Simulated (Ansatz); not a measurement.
# NaPS: the cost of one run

Computed with Ansatz 0.2.0 (DFT PBE, scalar-relativistic, plane waves, PAW, unless a step's input says otherwise).

## 1. Starting point

It takes space group P4_2/mmc (No. 131, tetragonal). Conventional cell: a = 4.747 Å, b = 4.747 Å, c = 6.713 Å, α = 90.00°, β = 90.00°, γ = 90.00°. Na (site symmetry mmm) has 4 P at 2.91 Å and 4 S at 2.91 Å as nearest neighbours. P (site symmetry -4m2) has 4 Na at 2.91 Å as nearest neighbours. S (site symmetry -4m2) has 4 Na at 2.91 Å as nearest neighbours.

Structure file:

```cif
data_structure
_symmetry_space_group_name_H-M 'P 1'
_symmetry_Int_Tables_number 1
_cell_length_a 4.7471
_cell_length_b 4.7471
_cell_length_c 6.7134
_cell_angle_alpha 90.000
_cell_angle_beta 90.000
_cell_angle_gamma 90.000
_cell_volume 151.29
loop_
_atom_site_label
_atom_site_type_symbol
_atom_site_fract_x
_atom_site_fract_y
_atom_site_fract_z
_atom_site_occupancy
Na1 Na 0.00000 0.50000 0.00000 1
Na2 Na 0.50000 0.00000 0.50000 1
P1 P 0.00000 0.00000 0.75000 1
P2 P 0.00000 0.00000 0.25000 1
S1 S 0.50000 0.50000 0.25000 1
S2 S 0.50000 0.50000 0.75000 1
```

Recipe of the guess: ordered mixture on the anion sites of fluorite (P4_2/mmc, No. 131). The dimensions are guesses.

## 2. A first look at the guess

input.yaml

```yaml
crystal:
  lattice:
    - [4.74711112, 0.0, 0.0]
    - [0.0, 4.74711112, 0.0]
    - [0.0, 0.0, 6.71342893]
  atoms:
    - { symbol: Na, position: [0.0, 0.5, 0.0] }
    - { symbol: Na, position: [0.5, 0.0, 0.5] }
    - { symbol: P, position: [0.0, 0.0, 0.75] }
    - { symbol: P, position: [0.0, 0.0, 0.25] }
    - { symbol: S, position: [0.5, 0.5, 0.25] }
    - { symbol: S, position: [0.5, 0.5, 0.75] }
basis:
  ecutwfc: 420
kpoints:
  mp_grid: { grid: [4, 4, 4] }
hamiltonian:
  xc: pbe
scf:
  occupations: { method: gaussian, width: 0.1 }
  lower_state_search: "off"
output:
  forces: true
  stress: true
  eigenvalues: true
```

Started as:

```
$ ansatz run input.yaml --threads 1 --pin off --max-ram 2048MiB --backend cpu --events-out ev --progress --plain --runs-dir out
```

**Question.** How long does this run take on 1 thread of Arm Neoverse N1, shared host, and how much memory does it need?

About 7.6 s, with a peak of 0.37 GiB.
